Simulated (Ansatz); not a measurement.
# C₂H₈GeS: up Jacob's ladder to CCSD(T)

The task here is to estimate one member of a computed series from the others.

Method: functionals in def2-TZVPP, the program's frozen cores in correlated methods; program: Ansatz 0.2.0, Gaussian basis.

Plan: LDA (SPW92), PBE-D4, revPBE-D4, BLYP-D4, r2SCAN-D4, B97M-V, PBE0-D4, B3LYP-D4, r2SCANh-D4, r2SCAN0-D4, HSE06-D4, BHLYP-D4, CAM-B3LYP-D4, LC-ωPBE, ωB97X-V, ωB97M-V, B2PLYP, PBE-QIDH; CCSD(T)/def2-SVP; CCSD(T)/def2-TZVPP; MP2/def2-QZVPP; extrapolation to the limit; RPA on PBE.

## Structure used throughout

All runs share one geometry, relaxed beforehand with PBE0-D4 in a triple-zeta def2 set.

12 atoms, charge 0, spin multiplicity 1.

Atoms are counted from 1 here; the program's logs count them from 0.

Bond lengths: C1–Ge2 1.947 Å, C1–H5 1.090 Å, C1–H6 1.091 Å, C1–H7 1.091 Å, Ge2–C3 1.950 Å, Ge2–S4 2.237 Å, Ge2–H8 1.544 Å, C3–H9 1.092 Å, C3–H10 1.091 Å, C3–H11 1.091 Å, S4–H12 1.343 Å. Angles: Ge2–C1–H5 110.5°, Ge2–C1–H6 110.0°, Ge2–C1–H7 110.0°, H5–C1–H6 108.7°, H5–C1–H7 108.8°, H6–C1–H7 108.7°, C1–Ge2–C3 112.1°, C1–Ge2–S4 104.9°, C1–Ge2–H8 111.1°, C3–Ge2–S4 109.9°, C3–Ge2–H8 110.1°, S4–Ge2–H8 108.6°, Ge2–C3–H9 110.2°, Ge2–C3–H10 110.5°, Ge2–C3–H11 109.8°, H9–C3–H10 108.6°, H9–C3–H11 109.1°, H10–C3–H11 108.7° and more.

Set-up of the first run:

File in.yaml:

```yaml
crystal:
  periodic: [false, false, false]
  atoms:
    - {symbol: C, position_ang: [-0.728217, 1.016250, -1.291494]}
    - {symbol: Ge, position_ang: [-0.449888, -0.140892, 0.249948]}
    - {symbol: C, position_ang: [1.348557, 0.035014, 0.983959]}
    - {symbol: S, position_ang: [-0.753899, -2.216458, -0.527693]}
    - {symbol: H, position_ang: [-1.734048, 0.883701, -1.690765]}
    - {symbol: H, position_ang: [-0.600755, 2.060884, -1.002124]}
    - {symbol: H, position_ang: [-0.004745, 0.778562, -2.072672]}
    - {symbol: H, position_ang: [-1.501156, 0.132932, 1.347149]}
    - {symbol: H, position_ang: [1.510128, 1.052405, 1.346657]}
    - {symbol: H, position_ang: [1.490941, -0.657088, 1.814733]}
    - {symbol: H, position_ang: [2.085706, -0.189284, 0.212073]}
    - {symbol: H, position_ang: [-0.585625, -2.811226, 0.664329]}
basis:
  gaussian: {orbitals: def2-TZVPP}
hamiltonian: {xc: lda}
output: {orbitals: {seedname: orbitals}}
```

Started as:

```bash
$ ansatz run in.yaml --threads 4 --pin off --events-out ev --progress --plain --max-ram 10444MiB
```

Among the steps run: LDA; PBE-D4 (GGA); revPBE-D4 (GGA); BLYP-D4 (GGA); r2SCAN-D4 (meta-GGA); B97M-V (meta-GGA); B3LYP-D4 (hybrid); r2SCANh-D4 (hybrid); r2SCAN0-D4 (hybrid); HSE06-D4 (hybrid); BHLYP-D4 (hybrid); CAM-B3LYP-D4 (range-separated); LC-ωPBE (range-separated); ωB97X-V (range-separated); ωB97M-V (range-separated); B2PLYP (double hybrid); PBE-QIDH (double hybrid).

One of the session's tables, all rows but one given; the rest of the session is left out.

It belongs to the step «Frontier levels by functional». 

```
  functional  HOMO (eV)  LUMO (eV)  gap (eV)
 LDA (SPW92)      -5.87      -0.59      5.28
      PBE-D4      -5.77      -0.39      5.38
   revPBE-D4      -5.72      -0.30      5.43
     BLYP-D4      -5.61      -0.32      5.29
   r2SCAN-D4      -6.05      -0.06      5.99
      B97M-V      -6.15      -0.19      5.97
     PBE0-D4      -7.00       0.52      7.52
    B3LYP-D4      -6.75       0.23      6.98
  r2SCANh-D4      -6.50       0.27      6.77
  r2SCAN0-D4      -7.18       0.74      7.92
    HSE06-D4      -6.60       0.14      6.74
    BHLYP-D4      -8.09       1.30      9.39
CAM-B3LYP-D4      -8.32       1.44      9.76
     LC-ωPBE          ?          ?         ?
     ωB97X-V      -9.37       2.50     11.88
     ωB97M-V      -9.21       2.18     11.38
```

**Question.** Estimate the row for LC-ωPBE.

As computed: HOMO (eV): -9.73; LUMO (eV): 2.69; gap (eV): 12.42. In the column «HOMO (eV)» it is the lowest.
